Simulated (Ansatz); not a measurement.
I need a formation energy from the elements of MgTi2 and its elements. Use Ansatz 0.2.0 through its Python package. Settings (first run): PBEsol, PAW, cutoff 558 eV, 5×5×5 k-points, cold smearing of 0.05 eV.

`formation_mgti2.py`:
```python
'''Formation energy of MgTi2 from the elements, after relaxing atoms and volume at fixed cell shape.'''

from collections import Counter
import warnings

import ansatz as az
import numpy as np
from tabulate import tabulate


def compute(name, crystal):
    calc = (
        crystal.calculation()
        .functional(az.Functional.PBESOL)
        .basis(41 * az.Ry)
        .kpoints(spacing=0.3)
        .occupations('cold', width=0.05)
        .stress()
    )
    calc = calc.relax(force_tolerance=0.03, fix_cell=['shape'])
    return calc.run(threads=1, backend='cpu')


def counts(outcome):
    return Counter(site.symbol for site in outcome.lattice.sites)

def formation_energy(outcome, mu):
    n = counts(outcome)
    return (outcome.report['energy_sigma0_ev'] - sum(k * mu[element] for element, k in n.items())) / sum(n.values())


def volume_per_atom(outcome):
    return abs(np.linalg.det(outcome.lattice.cell_ang)) / len(outcome.lattice.sites)


def main() -> None:
    warnings.simplefilter('ignore')

    phases = {}
    mgti2 = (
        az.Lattice.from_parameters(5.14389, 5.14389, 4.89179, alpha=90, beta=90, gamma=120)
        .space_group(189)
        .atom('Mg', [2 / 3, 1 / 3, 0.0])
        .atom('Ti', [0.0, 0.31613, 0.5])
        .atom('Ti', [0.0, 0.0, 0.0])
    )
    phases['MgTi2'] = mgti2
    mg = (
        az.Lattice.from_parameters(3.2093, 3.2093, 5.2103, alpha=90, beta=90, gamma=120)
        .space_group(194)
        .atom('Mg', [1 / 3, 2 / 3, 0.25])
    )
    phases['Mg'] = mg
    ti = (
        az.Lattice.from_parameters(2.95, 2.95, 4.68, alpha=90, beta=90, gamma=120)
        .space_group(194)
        .atom('Ti', [1 / 3, 2 / 3, 0.25])
    )
    phases['Ti'] = ti

    done = {name: compute(name, crystal) for name, crystal in phases.items()}

    # chemical potentials of the elements at zero temperature
    references = {'Mg': 'Mg', 'Ti': 'Ti'}
    mu = {element: done[name].report['energy_sigma0_ev'] / len(done[name].lattice.sites) for element, name in references.items()}

    target = done['MgTi2']
    heat = formation_energy(target, mu)
    rows = [(name, len(o.lattice.sites), volume_per_atom(o), formation_energy(o, mu)) for name, o in done.items()]
    print(tabulate(rows, headers=['phase', 'atoms', 'V (A^3/atom)', 'E_form (eV/atom)'], floatfmt='.4f', tablefmt='plain'))


if __name__ == '__main__':
    main()
```

```console
$ python formation_mgti2.py
phase      atoms    V (A^3/atom)    E_form (eV/atom)
MgTi2          6         18.0682              0.2456
Mg             2         22.5613              0.0000
Ti             2         16.7024              0.0000
```

Reading the output:
- No spin polarisation was allowed.
- For the metals among these phases the mesh is modest: differences between phases can be off by up to 40 meV an atom.
- Atoms and volume are relaxed with the cell's shape held, which in cells of lower than cubic symmetry can hide stresses and shift volumes.
- The cells come from databases of deposited and of computed structures, and not all need be stable phases.
- The compound is the structure given, not necessarily its lowest; energies are at zero temperature, with no correction for gases. A semilocal functional's error on such energies is often 0.05 to 0.1 eV an atom, and 0.1 to 0.3 eV against gases such as O2 or F2.
- It ran for 52 s on 1 thread of Arm Neoverse V1 (shared host), peak memory 0.48 GiB.
